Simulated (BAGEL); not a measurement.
# singlet CH3Cl2Si+, step by step

We compute a single-point energy (singlet CH3Cl2Si+, HF/6-31G*), then the energy (doublet CH3Cl2Si, NEVPT2(3,3)/6-31G*), then the energy (doublet CH3Cl2Si, CASPT2(3,3)/6-31G*) of CH3Cl2Si. 

The calculation is run with BAGEL 1.2.2.

## 1. The molecule

CH3Cl2Si+: 7 atoms, total charge +1, spin state singlet. As SMILES of the parent species, `[CH2][SiH](Cl)Cl`. The Si2–H7 distance was set to 2.803 Å, away from the relaxed value. That shape belongs to the parent species and isn't relaxed for this state. At this shape a bond of the SMILES string is far longer than usual.

Bond lengths: C1–Si2 1.823 Å, Si2–Cl3 2.049 Å, Si2–Cl4 2.049 Å, C1–H5 1.085 Å, C1–H6 1.085 Å. Angles: C1–Si2–Cl3 110.0°, C1–Si2–Cl4 110.0°, Cl3–Si2–Cl4 107.9°, Si2–C1–H5 122.1°, Si2–C1–H6 122.1°, H5–C1–H6 115.8°.

## 2. The energy at HF/6-31G(d) (density fitting with svp-jkfit, spherical functions) (run 1)

calc.json reads:

```json
{ "bagel": [

{
  "title": "molecule",
  "basis": "6-31gs.json",
  "df_basis": "svp-jkfit",
  "angstrom": true,
  "geometry": [
    { "atom": "C", "xyz": [      -1.519098,       1.019953,      -0.833833 ] },
    { "atom": "Si", "xyz": [      -0.360098,      -0.372147,      -1.035233 ] },
    { "atom": "Cl", "xyz": [       0.767402,      -0.108047,      -2.725633 ] },
    { "atom": "Cl", "xyz": [      -1.400398,      -2.125147,      -1.240533 ] },
    { "atom": "H", "xyz": [      -2.274098,       1.254553,      -1.576833 ] },
    { "atom": "H", "xyz": [      -1.495198,       1.667953,       0.036167 ] },
    { "atom": "H", "xyz": [       1.384500,      -0.641000,       1.142000 ] }
  ]
},

{
  "title": "hf",
  "charge": 1
},

{
  "title": "print",
  "file": "orbitals.molden",
  "orbitals": true
}

]}
```

The basis set 6-31G* is read from a file made from the Basis Set Exchange's data (not shown).

Started as:

```bash
$ BAGEL_NUM_THREADS=1 BAGEL calc.json > calc.out
```

What it wrote:

```text
* using 1 threads per process

  ===============================================================
  ===============================================================

  *** Geometry ***

  { "atom" : "C", "xyz" : [     -2.870679,      1.927432,     -1.575716 ] },
  { "atom" : "Si", "xyz" : [     -0.680487,     -0.703256,     -1.956307 ] },
  { "atom" : "Cl", "xyz" : [      1.450180,     -0.204179,     -5.150700 ] },
  { "atom" : "Cl", "xyz" : [     -2.646369,     -4.015946,     -2.344268 ] },
  { "atom" : "H", "xyz" : [     -4.297422,      2.370762,     -2.979783 ] },
  { "atom" : "H", "xyz" : [     -2.825515,      3.151974,      0.068346 ] },
  { "atom" : "H", "xyz" : [      2.616326,     -1.211314,      2.158067 ] },

  Number of auxiliary basis functions:      513

  Since a DF basis is specified, we compute 2- and 3-index integrals:
    o Being stored without compression. Storage requirement is 0.022 GB

  Number of basis functions:       74
  Number of electrons      :       57

    * METHOD: MOLECULE                             0.53

  *** RHF ***

  === Nuclear Repulsion ===
   257.2883452325

      * DIIS with orbital gradients will be used.

  === RHF iteration (6-31gs.json) ===
      0      -1246.83397016          0.01613235           0.11
      1      -1246.96254313          0.01070189           0.10
      2      -1247.03176033          0.00137927           0.10
      3      -1247.03404497          0.00035578           0.12
      4      -1247.03431740          0.00018048           0.12
      5      -1247.03444960          0.00012272           0.12
      6      -1247.03453623          0.00008173           0.12
      7      -1247.03458686          0.00004413           0.10
      8      -1247.03459865          0.00001625           0.10
      9      -1247.03459927          0.00000757           0.10
     10      -1247.03459937          0.00000324           0.10
     11      -1247.03459939          0.00000142           0.10
     12      -1247.03459939          0.00000069           0.10
     13      -1247.03459939          0.00000040           0.10
     14      -1247.03459939          0.00000030           0.10
     15      -1247.03459939          0.00000022           0.09
     16      -1247.03459939          0.00000014           0.10
     17      -1247.03459939          0.00000007           0.10
     18      -1247.03459939          0.00000003           0.10
     19      -1247.03459939          0.00000002           0.10
     20      -1247.03459939          0.00000001           0.10
    * SCF iteration converged.

    * Permanent dipole moment:
           (    1.559142,    -2.754218,    -1.444215) a.u.

    * METHOD: HF                                   2.41

    * METHOD: PRINT                                0.02

  ===============================================================
```

Run time: 3.3 s. Hardware: 1 thread of Intel Xeon Platinum 8259CL at 2.50GHz (Skylake/Cascade Lake), shared host; peak memory 0.15 GiB.

## 3. Doublet neutral CH3Cl2Si: a single-point energy at NEVPT2(3,3)/6-31G(d) (density fitting with svp-jkfit, spherical functions) (run 2)

calc.json: that of step 2 with these lines changed.

```diff
@@ -24,2 +24,25 @@
 {
+  "title": "casscf",
+  "nstate": 1,
+  "nact": 3,
+  "nclosed": 27,
+  "nspin": 1,
+  "active": [28, 29, 30],
+  "maxiter": 200,
+  "natocc": true
+},
+
+{
+  "title": "nevpt2",
+  "nstate": 1,
+  "nact": 3,
+  "nclosed": 27,
+  "nspin": 1,
+  "active": [28, 29, 30],
+  "maxiter": 200,
+  "natocc": true,
+  "ncore": 16
+},
+
+{
   "title": "print",
```

The basis set 6-31G* is read from a file made from the Basis Set Exchange's data (not shown).

Started as:

```bash
$ BAGEL_NUM_THREADS=1 BAGEL calc.json > calc.out
```

What it wrote:

```text
* using 1 threads per process

  ===============================================================
  ===============================================================

  *** Geometry ***

  { "atom" : "C", "xyz" : [     -2.870679,      1.927432,     -1.575716 ] },
  { "atom" : "Si", "xyz" : [     -0.680487,     -0.703256,     -1.956307 ] },
  { "atom" : "Cl", "xyz" : [      1.450180,     -0.204179,     -5.150700 ] },
  { "atom" : "Cl", "xyz" : [     -2.646369,     -4.015946,     -2.344268 ] },
  { "atom" : "H", "xyz" : [     -4.297422,      2.370762,     -2.979783 ] },
  { "atom" : "H", "xyz" : [     -2.825515,      3.151974,      0.068346 ] },
  { "atom" : "H", "xyz" : [      2.616326,     -1.211314,      2.158067 ] },

  Number of auxiliary basis functions:      513

  Since a DF basis is specified, we compute 2- and 3-index integrals:
    o Being stored without compression. Storage requirement is 0.022 GB

  Number of basis functions:       74
  Number of electrons      :       57

    * METHOD: MOLECULE                             0.51

  *** RHF ***

  === Nuclear Repulsion ===
   257.2883452325

      * DIIS with orbital gradients will be used.

  === RHF iteration (6-31gs.json) ===
      0      -1246.83397016          0.01613235           0.14
      1      -1246.96254313          0.01070189           0.10
      2      -1247.03176033          0.00137927           0.10
      3      -1247.03404497          0.00035578           0.12
      4      -1247.03431740          0.00018048           0.13
      5      -1247.03444960          0.00012272           0.11
      6      -1247.03453623          0.00008173           0.09
      7      -1247.03458686          0.00004413           0.09
      8      -1247.03459865          0.00001625           0.09
      9      -1247.03459927          0.00000757           0.09
     10      -1247.03459937          0.00000324           0.11
     11      -1247.03459939          0.00000142           0.11
     12      -1247.03459939          0.00000069           0.10
     13      -1247.03459939          0.00000040           0.10
     14      -1247.03459939          0.00000030           0.10
     15      -1247.03459939          0.00000022           0.10
     16      -1247.03459939          0.00000014           0.10
     17      -1247.03459939          0.00000007           0.10
     18      -1247.03459939          0.00000003           0.10
     19      -1247.03459939          0.00000002           0.10
     20      -1247.03459939          0.00000001           0.10
    * SCF iteration converged.

    * Permanent dipole moment:
           (    1.559142,    -2.754218,    -1.444215) a.u.

    * METHOD: HF                                   2.50

  ---------------------------
      CASSCF calculation
  ---------------------------

    ==== Active orbitals : =====
         Orbital 28
         Orbital 29
         Orbital 30
    ============================

    * nstate   :      1
    * nclosed  :     27
    * nact     :      3
    * nvirt    :     44
  === CASSCF iteration (6-31gs.json) ===

    * Using the second-order algorithm

      0  0     -1247.37901699     1.90e-02      0.03

      1  0     -1247.45280937     1.64e-03      0.55

      2  0     -1247.45443278     1.94e-04      0.56

      3  0     -1247.45444717     4.94e-05      0.58

      4  0     -1247.45444808     1.26e-05      0.55

      5  0     -1247.45444814     3.19e-06      0.59

      6  0     -1247.45444814     8.09e-07      0.55

      7  0     -1247.45444814     2.05e-07      0.55

      8  0     -1247.45444814     5.20e-08      0.47

      9  0     -1247.45444814     1.32e-08      0.48

     10  0     -1247.45444814     3.35e-09      0.51

    * Second-order optimization converged. *

     guess   0:   closed 1..                  open .1.

  === FCI iteration ===

      0  0     -1247.38499906     5.14e-02      0.00
      1  0     -1247.45182400     9.84e-03      0.00
      2  0     -1247.45440031     5.15e-04      0.00
      3  0     -1247.45444673     2.75e-04      0.00
      4  0     -1247.45444811     3.11e-05      0.00
      5  0     -1247.45444814     4.94e-06      0.00
      6  0     -1247.45444814     4.27e-07      0.00
      7  0 *   -1247.45444814     1.31e-15      0.00

     * ci vector, state   0, <S^2> = 0.7500
       2a.     0.9102983502
       .a2     0.4109757824

    * METHOD: CASSCF                               5.71

    * freezing 16 orbitals

  === DF-NEVPT2 calculation ===

    * 3-index integral transformation done
    * assembly done

      NEVPT2 correlation energy:   -0.4231673872      0.20

          (+0)     -0.3493747007
          (+0)'    -0.0114842248
          (+1)     -0.0171176666
          (+1)'    -0.0000781157
          (+2)     -0.0002365800
          (-1)     -0.0435839460
          (-1)'    -0.0001668424
          (-2)     -0.0011253109

      NEVPT2 total energy:       -1247.8776155291

    * METHOD: NEVPT2                               0.44

    * METHOD: PRINT                                0.02

  ===============================================================
```

It took 9.6 s on 1 thread of Intel Xeon Platinum 8259CL at 2.50GHz (Skylake/Cascade Lake), shared host; peak memory 0.15 GiB.

## 4. Doublet neutral CH3Cl2Si: the energy at CASPT2(3,3)/6-31G(d) (density fitting with svp-jkfit, spherical functions) (run 3)

input.json reads:

```json
{ "bagel": [

{
  "title": "molecule",
  "basis": "6-31gs.json",
  "df_basis": "svp-jkfit",
  "angstrom": true,
  "geometry": [
    { "atom": "C", "xyz": [   -1.519098,    1.019953,   -0.833833 ] },
    { "atom": "Si", "xyz": [   -0.360098,   -0.372147,   -1.035233 ] },
    { "atom": "Cl", "xyz": [    0.767402,   -0.108047,   -2.725633 ] },
    { "atom": "Cl", "xyz": [   -1.400398,   -2.125147,   -1.240533 ] },
    { "atom": "H", "xyz": [   -2.274098,    1.254553,   -1.576833 ] },
    { "atom": "H", "xyz": [   -1.495198,    1.667953,    0.036167 ] },
    { "atom": "H", "xyz": [    1.384500,   -0.641000,    1.142000 ] }
  ]
},
{ "title": "hf", "charge": 1 },
{ "title": "casscf", "nstate": 1, "nact": 3, "nclosed": 27, "nspin": 1, "active": [28, 29, 30], "maxiter": 200, "natocc": true },
{ "title": "print", "file": "orbitals.molden", "orbitals": true },
{ "title": "smith", "method": "caspt2", "ms": true, "xms": true, "sssr": true, "shift": 0.2, "shift_imag": true, "ncore": 16 }

]}
```

The basis set 6-31G* is read from a file made from the Basis Set Exchange's data (not shown).

Started as:

```bash
$ BAGEL_NUM_THREADS=1 BAGEL input.json > input.out
```

What it wrote:

```text
* using 1 threads per process

  ===============================================================
  ===============================================================

  *** Geometry ***

  { "atom" : "C", "xyz" : [     -2.870679,      1.927432,     -1.575716 ] },
  { "atom" : "Si", "xyz" : [     -0.680487,     -0.703256,     -1.956307 ] },
  { "atom" : "Cl", "xyz" : [      1.450180,     -0.204179,     -5.150700 ] },
  { "atom" : "Cl", "xyz" : [     -2.646369,     -4.015946,     -2.344268 ] },
  { "atom" : "H", "xyz" : [     -4.297422,      2.370762,     -2.979783 ] },
  { "atom" : "H", "xyz" : [     -2.825515,      3.151974,      0.068346 ] },
  { "atom" : "H", "xyz" : [      2.616326,     -1.211314,      2.158067 ] },

  Number of auxiliary basis functions:      513

  Since a DF basis is specified, we compute 2- and 3-index integrals:
    o Being stored without compression. Storage requirement is 0.022 GB

  Number of basis functions:       74
  Number of electrons      :       57

    * METHOD: MOLECULE                             0.66

  *** RHF ***

  === Nuclear Repulsion ===
   257.2883452325

      * DIIS with orbital gradients will be used.

  === RHF iteration (6-31gs.json) ===
      0      -1246.83397016          0.01613235           0.14
      1      -1246.96254313          0.01070189           0.13
      2      -1247.03176033          0.00137927           0.13
      3      -1247.03404497          0.00035578           0.13
      4      -1247.03431740          0.00018048           0.12
      5      -1247.03444960          0.00012272           0.12
      6      -1247.03453623          0.00008173           0.12
      7      -1247.03458686          0.00004413           0.13
      8      -1247.03459865          0.00001625           0.13
      9      -1247.03459927          0.00000757           0.12
     10      -1247.03459937          0.00000324           0.12
     11      -1247.03459939          0.00000142           0.12
     12      -1247.03459939          0.00000069           0.12
     13      -1247.03459939          0.00000040           0.12
     14      -1247.03459939          0.00000030           0.12
     15      -1247.03459939          0.00000022           0.13
     16      -1247.03459939          0.00000014           0.13
     17      -1247.03459939          0.00000007           0.13
     18      -1247.03459939          0.00000003           0.13
     19      -1247.03459939          0.00000002           0.13
     20      -1247.03459939          0.00000001           0.11
    * SCF iteration converged.

    * Permanent dipole moment:
           (    1.559142,    -2.754218,    -1.444215) a.u.

    * METHOD: HF                                   2.96

  ---------------------------
      CASSCF calculation
  ---------------------------

    ==== Active orbitals : =====
         Orbital 28
         Orbital 29
         Orbital 30
    ============================

    * nstate   :      1
    * nclosed  :     27
    * nact     :      3
    * nvirt    :     44
  === CASSCF iteration (6-31gs.json) ===

    * Using the second-order algorithm

      0  0     -1247.37901699     1.90e-02      0.03

      1  0     -1247.45280937     1.64e-03      0.55

      2  0     -1247.45443278     1.94e-04      0.55

      3  0     -1247.45444717     4.94e-05      0.59

      4  0     -1247.45444808     1.26e-05      0.56

      5  0     -1247.45444814     3.19e-06      0.59

      6  0     -1247.45444814     8.09e-07      0.55

      7  0     -1247.45444814     2.05e-07      0.54

      8  0     -1247.45444814     5.20e-08      0.49

      9  0     -1247.45444814     1.32e-08      0.51

     10  0     -1247.45444814     3.35e-09      0.40

    * Second-order optimization converged. *

     guess   0:   closed 1..                  open .1.

  === FCI iteration ===

      0  0     -1247.38499906     5.14e-02      0.00
      1  0     -1247.45182400     9.84e-03      0.00
      2  0     -1247.45440031     5.15e-04      0.00
      3  0     -1247.45444673     2.75e-04      0.00
      4  0     -1247.45444811     3.11e-05      0.00
      5  0     -1247.45444814     4.94e-06      0.00
      6  0     -1247.45444814     4.27e-07      0.00
      7  0 *   -1247.45444814     1.31e-15      0.00

     * ci vector, state   0, <S^2> = 0.7500
       2a.     0.9102983502
       .a2     0.4109757824

    * METHOD: CASSCF                               5.61

    * METHOD: PRINT                                0.02

  === SMITH program ===

    * freezing 16 orbitals

    * Approximate memory requirement for SMITH calulation per MPI process:
      o Storage requirement for T-amplitude, lambda, and residual is 0.01 GB
      o Storage requirement for MO integrals is 0.00 GB
    * Calculating and saving rdm4f

    * Zeroth order energy : state  0       -0.6809890195

    * CASPT2 iteration is performed using orthogonal basis

      -------------------------------------------  CASPT2 iteration  ---------------------------------------------------
       #      aibj      arbs      arbi      airj      risj      airs      arst      rist         Etot      error   time
      ------------------------------------------------------------------------------------------------------------------

       0  -0.34801  -0.00153  -0.04723  -0.01902  -0.00040  -0.01153  -0.00020  -0.00009   -0.4280110  0.0006471   0.10
       1  -0.34805  -0.00153  -0.04727  -0.01907  -0.00041  -0.01158  -0.00021  -0.00009   -0.4282238  0.0000702   0.08
       2  -0.34805  -0.00153  -0.04727  -0.01907  -0.00041  -0.01158  -0.00021  -0.00009   -0.4282262  0.0000099   0.09
       3  -0.34805  -0.00153  -0.04727  -0.01907  -0.00041  -0.01158  -0.00021  -0.00009   -0.4282263  0.0000016   0.09
       4  -0.34805  -0.00153  -0.04727  -0.01907  -0.00041  -0.01158  -0.00021  -0.00009   -0.4282263  0.0000002   0.09

      ------------------------------------------------------------------------------------------------------------------

    * CASPT2 energy : state  0    -1247.8855722395
        w/o shift correction      -1247.8826744402
        reference weight              0.8585045287

    * METHOD: SMITH                                0.72

  ===============================================================
```

Wall time 10 s (1 thread of Intel Xeon Platinum 8259CL at 2.50GHz (Skylake/Cascade Lake), shared host); peak memory 0.15 GiB.

## 5. Outcome

| quantity | value |
| --- | --- |
| run 1, HF/6-31G*: total energy | -1247.03460 Eh |
| run 1, HF/6-31G*: HOMO energy | -13.99 eV |
| run 1, HF/6-31G*: LUMO energy | -7.93 eV |
| run 1, HF/6-31G*: HOMO–LUMO gap | 6.06 eV |
| doublet neutral CH3Cl2Si, run 2: total energy | -1247.87762 Eh |
| doublet neutral CH3Cl2Si, run 3: total energy | -1247.88557 Eh |
